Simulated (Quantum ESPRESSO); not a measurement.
# NbSi (Fm-3m) in Quantum ESPRESSO: notebook

Runs on NbSi. Level: PBE+U. Tasks: projected density of states.

All numbers are computed with Quantum ESPRESSO 7.5; they aren't measurements. Logs are shortened: lines on timing, memory, paths and dates and some standing lists are left out, and cuts for length are marked.

### Step 1. The structure

Symmetry: Fm-3m, No. 225, cubic system. The conventional cell has a = 5.148 Å, b = 5.148 Å, c = 5.148 Å, α = 90.00°, β = 90.00°, γ = 90.00°. Nb (site symmetry m-3m) has 6 Si at 2.57 Å as nearest neighbours. Si (site symmetry m-3m) is surrounded by 6 Nb at 2.57 Å.

The cell was built by a generator and needn't be a form met in nature.

### Step 2. Projected density of states, PBE+U

Contents of pw.in:

```
&CONTROL
  calculation = 'scf'
  prefix = 'pwscf'
  outdir = './tmp'
  pseudo_dir = './pseudo'
  tprnfor = .true.
  tstress = .true.
  disk_io = 'low'
/
&SYSTEM
  ibrav = 0
  nat = 2
  ntyp = 2
  ecutwfc = 55
  ecutrho = 440
  nbnd = 18
  occupations = 'smearing'
  smearing = 'fd'
  degauss = 0.00367493
/
&ELECTRONS
  conv_thr = 4d-10
  electron_maxstep = 120
  mixing_beta = 0.3
/
ATOMIC_SPECIES
Nb    92.9064 Nb.pbe-spn-kjpaw_psl.0.3.0.UPF
Si    28.0850 Si.pbe-n-rrkjus_psl.1.0.0.UPF
CELL_PARAMETERS angstrom
   0.0000000000    2.5738300000    2.5738300000
   2.5738300000    0.0000000000    2.5738300000
   2.5738300000    2.5738300000    0.0000000000
ATOMIC_POSITIONS angstrom
Nb     0.0000000000    0.0000000000    0.0000000000
Si     2.5738300000    2.5738300000    2.5738300000
K_POINTS automatic
9 9 9 0 0 0
HUBBARD {ortho-atomic}
U Nb-4d 2.0
```

Contents of nscf.in:

```
&CONTROL
  calculation = 'nscf'
  prefix = 'pwscf'
  outdir = './tmp'
  pseudo_dir = './pseudo'
  disk_io = 'low'
/
&SYSTEM
  ibrav = 0
  nat = 2
  ntyp = 2
  ecutwfc = 55
  ecutrho = 440
  nbnd = 18
  occupations = 'tetrahedra_opt'
/
&ELECTRONS
  conv_thr = 1d-08
  electron_maxstep = 120
  mixing_beta = 0.3
  startingwfc = 'random'
/
ATOMIC_SPECIES
Nb    92.9064 Nb.pbe-spn-kjpaw_psl.0.3.0.UPF
Si    28.0850 Si.pbe-n-rrkjus_psl.1.0.0.UPF
CELL_PARAMETERS angstrom
   0.0000000000    2.5738300000    2.5738300000
   2.5738300000    0.0000000000    2.5738300000
   2.5738300000    2.5738300000    0.0000000000
ATOMIC_POSITIONS angstrom
Nb     0.0000000000    0.0000000000    0.0000000000
Si     2.5738300000    2.5738300000    2.5738300000
K_POINTS automatic
14 14 14 0 0 0
HUBBARD {ortho-atomic}
U Nb-4d 2.0
```

Contents of projwfc.in:

```
&PROJWFC
  prefix = 'pwscf'
  outdir = './tmp'
  filpdos = 'p'
  Emin = -1
  Emax = 24
  DeltaE = 0.05
/
```

Potentials or basis: SSSP 1.3 efficiency PBE.

Command:

```bash
$ OMP_NUM_THREADS=1 pw.x -in pw.in > pw.out
$ OMP_NUM_THREADS=1 pw.x -in nscf.in > nscf.out
$ OMP_NUM_THREADS=1 projwfc.x -in projwfc.in > projwfc.out
```

pw.out:

```text
This program is part of the open-source Quantum ESPRESSO suite
     for quantum simulation of materials; please cite
         "P. Giannozzi et al., J. Phys.:Condens. Matter 21 395502 (2009);
         "P. Giannozzi et al., J. Phys.:Condens. Matter 29 465901 (2017);
         "P. Giannozzi et al., J. Chem. Phys. 152 154105 (2020);
     in publications or presentations arising from this work. More details at

     file Nb.pbe-spn-kjpaw_psl.0.3.0.UPF: wavefunction(s)  4S 4P renormalized
     Message from routine setup:
     using ibrav=0 with symmetry is DISCOURAGED, use correct ibrav instead

     G-vector sticks info
     --------------------
     sticks:   dense  smooth     PW     G-vecs:    dense   smooth      PW
     Sum        1417     721    211                35749    12627    2109

     Using Slab Decomposition

     bravais-lattice index     =            0
     lattice parameter (alat)  =       6.8785  a.u.
     unit-cell volume          =     230.1263 (a.u.)^3
     number of atoms/cell      =            2
     number of atomic types    =            2
     number of electrons       =        17.00
     number of Kohn-Sham states=           18
     kinetic-energy cutoff     =      55.0000  Ry
     charge density cutoff     =     440.0000  Ry
     scf convergence threshold =      4.0E-10
     mixing beta               =       0.3000
     number of iterations used =            8  plain     mixing
     Exchange-correlation= PBE
                           (   1   4   3   4   0   0   0)
     Hubbard projectors: ortho-atomic
     Hubbard parameters of DFT+U (Dudarev formulation) in eV:
     U(Nb-4d) =  2.0000

     Internal variables: lda_plus_u =T, lda_plus_u_kind = 0

     Internal variables: orbital_resolved =F, hub_pot_fix =F, apply_U = F

     celldm(1)=   6.878500  celldm(2)=   0.000000  celldm(3)=   0.000000
     celldm(4)=   0.000000  celldm(5)=   0.000000  celldm(6)=   0.000000

     crystal axes: (cart. coord. in units of alat)
               a(1) = (   0.000000   0.707107   0.707107 )
               a(2) = (   0.707107   0.000000   0.707107 )
               a(3) = (   0.707107   0.707107   0.000000 )

     reciprocal axes: (cart. coord. in units 2 pi/alat)
               b(1) = ( -0.707107  0.707107  0.707107 )
               b(2) = (  0.707107 -0.707107  0.707107 )
               b(3) = (  0.707107  0.707107 -0.707107 )

     PseudoPot. # 1 for Nb read from file:
     Nb.pbe-spn-kjpaw_psl.0.3.0.UPF
     Pseudo is Projector augmented-wave + core cor, Zval = 13.0
     Generated using "atomic" code by A. Dal Corso  v.5.0.99 svn rev. 10869
     Shape of augmentation charge: PSQ
     Using radial grid of 1227 points,  6 beta functions with:
                l(1) =   0
                l(2) =   0
                l(3) =   1
                l(4) =   1
                l(5) =   2
                l(6) =   2
     Q(r) pseudized with 0 coefficients

     PseudoPot. # 2 for Si read from file:
     Si.pbe-n-rrkjus_psl.1.0.0.UPF
     Pseudo is Ultrasoft + core correction, Zval =  4.0
     Generated using "atomic" code by A. Dal Corso  v.5.1
     Using radial grid of 1141 points,  6 beta functions with:
                l(1) =   0
                l(2) =   0
                l(3) =   1
                l(4) =   1
                l(5) =   2
                l(6) =   2
     Q(r) pseudized with 0 coefficients

     atomic species   valence    mass     pseudopotential
     Nb               13.00    92.90640     Nb( 1.00)
     Si                4.00    28.08500     Si( 1.00)

     48 Sym. Ops., with inversion, found

   Cartesian axes

     site n.     atom                  positions (alat units)
         1        Nb     tau(   1) = (   0.0000000   0.0000000   0.0000000  )
         2        Si     tau(   2) = (   0.7071068   0.7071068   0.7071068  )

     number of k points=    35  Fermi-Dirac smearing, width (Ry)=  0.0037
                       cart. coord. in units 2pi/alat
        k(    1) = (   0.0000000   0.0000000   0.0000000), wk =   0.0027435
        k(    2) = (   0.0785674   0.0785674  -0.0785674), wk =   0.0219479
        k(    3) = (   0.1571348   0.1571348  -0.1571348), wk =   0.0219479
        k(    4) = (   0.2357023   0.2357023  -0.2357023), wk =   0.0219479
        k(    5) = (   0.3142697   0.3142697  -0.3142697), wk =   0.0219479
        k(    6) = (   0.1571348   0.0000000  -0.0000000), wk =   0.0164609
[... 27 lines left out ...]
        k(   34) = (  -0.0000000  -0.4714045   0.6285394), wk =   0.0658436
        k(   35) = (  -0.0785674  -0.3928371   0.7071068), wk =   0.0658436

     Dense  grid:    35749 G-vectors     FFT dimensions: (  45,  45,  45)

     Smooth grid:    12627 G-vectors     FFT dimensions: (  36,  36,  36)

     Initial potential from superposition of free atoms

     starting charge      16.9973, renormalised to      17.0000

     STARTING HUBBARD OCCUPATIONS:

     =================== HUBBARD OCCUPATIONS ===================
     ------------------------ ATOM    1 ------------------------
     Tr[ns(  1)] =   4.00000
     eigenvalues:
       0.400  0.400  0.400  0.400  0.400
     eigenvectors (columns):
       1.000  0.000  0.000  0.000  0.000
       0.000  1.000  0.000  0.000  0.000
       0.000  0.000  1.000  0.000  0.000
       0.000  0.000  0.000  1.000  0.000
       0.000  0.000  0.000  0.000  1.000
     occupation matrix ns (before diag.):
       0.400  0.000  0.000  0.000  0.000
       0.000  0.400  0.000  0.000  0.000
       0.000  0.000  0.400  0.000  0.000
       0.000  0.000  0.000  0.400  0.000
       0.000  0.000  0.000  0.000  0.400

     Number of occupied Hubbard levels =    4.0000

     Atomic wfc used for Hubbard projectors are orthogonalized

     Starting wfcs are   14 randomized atomic wfcs +    4 random wfcs

     Self-consistent Calculation

     iteration #  1     ecut=    55.00 Ry     beta= 0.30
     Davidson diagonalization with overlap
     ethr =  1.00E-02,  avg # of iterations =  5.2

     =================== HUBBARD OCCUPATIONS ===================
     ------------------------ ATOM    1 ------------------------
     Tr[ns(  1)] =   3.73536
     eigenvalues:
       0.337  0.337  0.337  0.428  0.428
     eigenvectors (columns):
      -0.000 -0.000  0.000 -0.261 -0.965
      -0.245  0.239  0.940  0.000  0.000
      -0.658  0.671 -0.342  0.000 -0.000
       0.000  0.000 -0.000  0.965 -0.261
       0.712  0.702  0.007 -0.000 -0.000
     occupation matrix ns (before diag.):
       0.428 -0.000 -0.000  0.000  0.000
      -0.000  0.337 -0.000  0.000  0.000
      -0.000 -0.000  0.337  0.000  0.000
       0.000  0.000  0.000  0.428 -0.000
       0.000  0.000  0.000 -0.000  0.337

     Number of occupied Hubbard levels =    3.7354

     total energy              =    -345.48615405 Ry
     estimated scf accuracy    <       0.35869788 Ry

     iteration #  2     ecut=    55.00 Ry     beta= 0.30
     Davidson diagonalization with overlap
     ethr =  2.11E-03,  avg # of iterations =  1.4

     total energy              =    -345.53926020 Ry
     estimated scf accuracy    <       0.01523668 Ry

     iteration #  3     ecut=    55.00 Ry     beta= 0.30
     Davidson diagonalization with overlap
     ethr =  8.96E-05,  avg # of iterations =  3.3

     total energy              =    -345.54359095 Ry
     estimated scf accuracy    <       0.00605298 Ry

     iteration #  4     ecut=    55.00 Ry     beta= 0.30
     Davidson diagonalization with overlap
     ethr =  3.56E-05,  avg # of iterations =  1.1

     total energy              =    -345.54387666 Ry
     estimated scf accuracy    <       0.00038063 Ry

     iteration #  5     ecut=    55.00 Ry     beta= 0.30
     Davidson diagonalization with overlap
     ethr =  2.24E-06,  avg # of iterations =  3.8

     total energy              =    -345.54397862 Ry
     estimated scf accuracy    <       0.00003570 Ry

     iteration #  6     ecut=    55.00 Ry     beta= 0.30
     Davidson diagonalization with overlap
     ethr =  2.10E-07,  avg # of iterations =  2.3

     total energy              =    -345.54398458 Ry
     estimated scf accuracy    <       0.00000268 Ry

     iteration #  7     ecut=    55.00 Ry     beta= 0.30
     Davidson diagonalization with overlap
     ethr =  1.58E-08,  avg # of iterations =  3.0

     total energy              =    -345.54398520 Ry
     estimated scf accuracy    <       0.00000066 Ry

     iteration #  8     ecut=    55.00 Ry     beta= 0.30
     Davidson diagonalization with overlap
     ethr =  3.85E-09,  avg # of iterations =  1.9

     total energy              =    -345.54398535 Ry
     estimated scf accuracy    <       0.00000003 Ry

     iteration #  9     ecut=    55.00 Ry     beta= 0.30
     Davidson diagonalization with overlap
     ethr =  1.67E-10,  avg # of iterations =  3.8

     total energy              =    -345.54398537 Ry
     estimated scf accuracy    <       0.00000001 Ry

     iteration # 10     ecut=    55.00 Ry     beta= 0.30
     Davidson diagonalization with overlap
     ethr =  7.93E-11,  avg # of iterations =  1.7

     total energy              =    -345.54398537 Ry
     estimated scf accuracy    <          4.1E-10 Ry

     iteration # 11     ecut=    55.00 Ry     beta= 0.30
     Davidson diagonalization with overlap
     ethr =  2.40E-12,  avg # of iterations =  3.1

     End of self-consistent calculation

     =================== HUBBARD OCCUPATIONS ===================
     ------------------------ ATOM    1 ------------------------
     Tr[ns(  1)] =   4.50144
     eigenvalues:
       0.383  0.383  0.383  0.551  0.551
     eigenvectors (columns):
      -0.000 -0.000 -0.000  0.125 -0.992
      -0.239 -0.936  0.258 -0.000  0.000
      -0.639  0.352  0.684 -0.000  0.000
       0.000  0.000  0.000 -0.992 -0.125
       0.731  0.001  0.683  0.000 -0.000
     occupation matrix ns (before diag.):
       0.551 -0.000 -0.000  0.000  0.000
      -0.000  0.383 -0.000  0.000  0.000
      -0.000 -0.000  0.383  0.000  0.000
       0.000  0.000  0.000  0.551 -0.000
       0.000  0.000  0.000 -0.000  0.383

     Number of occupied Hubbard levels =    4.5014

          k = 0.0000 0.0000 0.0000 (  1591 PWs)   bands (ev):

   -41.2850 -17.3061 -17.3061 -17.3061   3.3828  13.0070  13.0070  13.0070
    13.2156  13.2156  16.4891  16.4891  16.4891  22.3823  23.4857  27.3239
    27.3239  27.3239

          k = 0.0786 0.0786-0.0786 (  1573 PWs)   bands (ev):

   -41.2829 -17.3310 -17.3093 -17.3093   3.6186  12.5527  12.6730  12.6730
    13.2518  13.2518  16.2687  17.2619  17.2619  22.7368  24.0938  26.5061
    26.7041  26.7041

          k = 0.1571 0.1571-0.1571 (  1579 PWs)   bands (ev):

   -41.2778 -17.3935 -17.3172 -17.3172   4.2965  11.4010  11.8490  11.8490
    13.8193  13.8193  16.0001  18.8666  18.8666  22.2306  25.0212  25.0212
    25.0800  27.3198

          k = 0.2357 0.2357-0.2357 (  1591 PWs)   bands (ev):

   -41.2717 -17.4637 -17.3261 -17.3261   5.3279   9.9492  11.1976  11.1976
    14.6428  14.6428  16.0879  20.3021  20.5616  20.5616  23.2377  23.2377
    27.0589  28.0397

          k = 0.3143 0.3143-0.3143 (  1580 PWs)   bands (ev):

   -41.2675 -17.5090 -17.3320 -17.3320   6.5061   8.5496  10.8540  10.8540
    15.3715  15.3715  16.5466  18.7206  21.0822  21.0822  22.8674  22.8674
    27.1153  27.1153

          k = 0.1571 0.0000-0.0000 (  1575 PWs)   bands (ev):

   -41.2823 -17.3300 -17.3148 -17.3148   3.6905  12.1644  12.7110  12.9746
    12.9746  13.3258  16.8548  16.8548  17.3434  22.9184  24.4526  26.1023
    26.1023  27.6768

          k = 0.2357 0.0786-0.0786 (  1583 PWs)   bands (ev):

   -41.2783 -17.3761 -17.3246 -17.3210   4.1993  11.2848  12.0300  12.4445
    13.2993  13.8245  16.5858  17.6807  18.8165  23.0165  24.3846  25.0107
    26.0262  26.7896

          k = 0.3143 0.1571-0.1571 (  1583 PWs)   bands (ev):

   -41.2726 -17.4408 -17.3340 -17.3310   5.0708  10.2538  11.2488  11.6946
    13.9381  14.6704  16.3931  18.8589  20.4360  21.5032  23.3696  23.8356
    26.1069  27.7823
[... 133 lines left out ...]
          k =-0.0786-0.3928 0.5500 (  1587 PWs)   bands (ev):

   -41.2638 -17.4616 -17.4153 -17.3605   6.3418   9.5858  10.6538  11.3361
    14.9881  15.4203  16.2765  17.6352  18.6002  22.0305  24.0061  25.4622
    25.9042  27.1751

          k =-0.0000-0.3143 0.4714 (  1581 PWs)   bands (ev):

   -41.2656 -17.4586 -17.4036 -17.3483   6.1593   9.5034  10.7990  11.2462
    14.7697  15.6817  16.3974  17.2849  19.8291  21.9202  23.2851  24.5138
    26.1010  27.7665

          k =-0.0786-0.5500 0.7071 (  1590 PWs)   bands (ev):

   -41.2637 -17.4755 -17.3910 -17.3790   5.8007  10.3609  10.9347  12.2288
    14.4521  15.5367  16.1656  16.3938  17.8063  21.6706  24.6405  25.4339
    27.7342  29.2703

          k =-0.0000-0.4714 0.6285 (  1601 PWs)   bands (ev):

   -41.2630 -17.4601 -17.4175 -17.3756   6.0711  10.4678  10.5445  11.5965
    14.5966  15.8829  16.4799  16.4899  17.5878  22.8149  24.3752  24.6597
    27.4035  28.1723

          k =-0.0786-0.3928 0.7071 (  1591 PWs)   bands (ev):

   -41.2631 -17.4490 -17.4232 -17.3786   6.1965  10.2263  10.6622  11.1806
    15.3465  15.5690  16.2765  16.4567  17.9429  23.4870  23.9980  24.8403
    26.6544  27.5837

     the Fermi energy is    14.1584 ev

!    total energy              =    -345.54398537 Ry
     estimated scf accuracy    <          1.3E-11 Ry
     smearing contrib. (-TS)   =      -0.00058049 Ry
     internal energy E=F+TS    =    -345.54340488 Ry

     The total energy is F=E-TS. E is the sum of the following terms:
     one-electron contribution =     -24.28808639 Ry
     hartree contribution      =      21.04031589 Ry
     xc contribution           =     -35.14181346 Ry
     ewald contribution        =     -98.84504128 Ry
     Hubbard energy            =       0.17695535 Ry
     one-center paw contrib.   =    -208.48573501 Ry

     convergence has been achieved in  11 iterations

     Forces acting on atoms (cartesian axes, Ry/au):

     atom    1 type  1   force =     0.00000000    0.00000000    0.00000000
     atom    2 type  2   force =     0.00000000   -0.00000000   -0.00000000

     Total force =     0.000000     Total SCF correction =     0.000000

     Computing stress (Cartesian axis) and pressure

          total   stress  (Ry/bohr**3)                   (kbar)     P=        5.81
   0.00003952   0.00000000   0.00000000            5.81        0.00        0.00
   0.00000000   0.00003952   0.00000000            0.00        5.81        0.00
   0.00000000   0.00000000   0.00003952            0.00        0.00        5.81

=------------------------------------------------------------------------------=
   JOB DONE.
=------------------------------------------------------------------------------=
```

Wall time 1.8 min (1 thread of Arm Neoverse V1, shared host); peak memory 0.18 GiB.

What came out:

```yaml
Free_energy: -4701.3654 eV
Pressure: 0.6 GPa
Band_gap_on_the_k_mesh: none (metal or under the smearing width)
```

Levels at points of the mesh, in eV from the Fermi level:
```tsv
k point	band 5	band 6	band 7	band 8	band 9	band 10	band 11	band 12	band 13	band 14
(0.00, 0.00, 0.00)	-10.78	-1.15	-1.15	-1.15	-0.94	-0.94	2.33	2.33	2.33	8.22
```

States per cell in windows of 1 eV (zero at the Fermi level; states under -8 eV left out):
```csv
from (eV),total,Nb#1 d wfc4,Si#2 p wfc2,Si#2 s wfc1,Nb#1 s wfc2,Nb#1 p wfc3,Nb#1 s wfc1
-8.0,0.67,0.19,0.02,0.43,0.02,0.01,0.00
-7.0,0.00,0.00,0.00,0.00,0.00,0.00,0.00
-6.0,0.27,0.10,0.13,0.01,0.02,0.00,0.01
-5.0,1.11,0.42,0.55,0.04,0.06,0.01,0.01
-4.0,2.26,1.20,0.96,0.03,0.01,0.03,0.00
-3.0,1.88,1.23,0.61,0.01,0.01,0.01,0.00
-2.0,0.55,0.38,0.15,0.00,0.00,0.00,0.00
-1.0,0.96,0.70,0.21,0.01,0.01,0.00,0.00
0.0,1.58,1.25,0.22,0.03,0.04,0.00,0.00
1.0,1.57,1.32,0.13,0.04,0.04,0.00,0.00
2.0,2.24,1.31,0.55,0.12,0.18,0.00,0.00
3.0,1.26,0.47,0.53,0.08,0.10,0.01,0.00
4.0,0.93,0.27,0.35,0.08,0.05,0.00,0.00
5.0,0.97,0.22,0.28,0.09,0.03,0.00,0.00
6.0,0.78,0.11,0.15,0.07,0.05,0.00,0.00
7.0,1.04,0.09,0.14,0.07,0.13,0.00,0.01
```

Eigenvalues of the final occupation matrices:
| site | spin | trace | eigenvalues |
| --- | --- | --- | --- |
| Nb 1 4d | each | 2.25 | 0.38 0.38 0.38 0.55 0.55 |

Caveat: U without spin polarisation on a metal has little footing; the U is typed as a test and isn't derived for this compound.

### Step 3. Projected density of states, PBE+U

pw.in: that of step 2 with these lines changed.

```diff
@@ -38,2 +38,2 @@
 HUBBARD {ortho-atomic}
-U Nb-4d 2.0
+U Nb-4d 3.0
```

nscf.in: that of step 2 with these lines changed.

```diff
@@ -35,2 +35,2 @@
 HUBBARD {ortho-atomic}
-U Nb-4d 2.0
+U Nb-4d 3.0
```

projwfc.in is that of step 2.

Potentials or basis: SSSP 1.3 efficiency PBE.

Command:

```bash
$ OMP_NUM_THREADS=1 pw.x -in pw.in > pw.out
$ OMP_NUM_THREADS=1 pw.x -in nscf.in > nscf.out
$ OMP_NUM_THREADS=1 projwfc.x -in projwfc.in > projwfc.out
```

Run time: 1.8 min. Hardware: 1 thread of Arm Neoverse V1, shared host; peak memory 0.18 GiB.

Results (log left out):

| Quantity | Value |
| --- | --- |
| Free energy | -4700.1667 eV |
| Pressure | 1.0 GPa |
| Band gap on the k mesh | none (metal or under the smearing width) |

Levels at points of the mesh, in eV from the Fermi level:
| k point | band 7 | band 8 | band 9 | band 10 | band 11 | band 12 |
| --- | --- | --- | --- | --- | --- | --- |
| (0.00, 0.00, 0.00) | -1.12 | -1.10 | -1.10 | -1.10 | 2.25 | 2.25 |

States per cell in windows of 1 eV (zero at the Fermi level; states under -8 eV left out):
```tsv
from (eV)	total	Nb#1 d wfc4	Si#2 p wfc2	Si#2 s wfc1	Nb#1 s wfc2	Nb#1 p wfc3	Nb#1 s wfc1
-8.0	0.44	0.11	0.01	0.30	0.01	0.01	0.00
-7.0	0.00	0.00	0.00	0.00	0.00	0.00	0.00
-6.0	0.31	0.11	0.15	0.01	0.03	0.00	0.01
-5.0	1.13	0.43	0.57	0.04	0.07	0.01	0.01
-4.0	2.51	1.38	1.03	0.03	0.01	0.03	0.00
-3.0	1.57	1.04	0.49	0.01	0.00	0.01	0.00
-2.0	0.48	0.34	0.13	0.00	0.00	0.00	0.00
-1.0	0.99	0.72	0.22	0.01	0.01	0.00	0.00
0.0	1.60	1.26	0.21	0.04	0.04	0.00	0.00
1.0	1.60	1.33	0.14	0.05	0.05	0.00	0.00
2.0	2.28	1.35	0.54	0.12	0.19	0.00	0.00
3.0	1.28	0.49	0.54	0.09	0.09	0.01	0.00
4.0	0.97	0.27	0.35	0.08	0.05	0.00	0.00
5.0	0.94	0.21	0.27	0.09	0.03	0.00	0.00
6.0	0.75	0.10	0.14	0.06	0.05	0.00	0.00
7.0	1.08	0.10	0.16	0.07	0.13	0.00	0.01
```

Eigenvalues of the final occupation matrices:
```csv
site,spin,trace,eigenvalues
Nb 1 4d,each,2.24,0.37 0.37 0.37 0.56 0.56
```

Caveat: U without spin polarisation on a metal has little footing; the U is typed as a test and isn't derived for this compound.

[end of part 1 of 3]
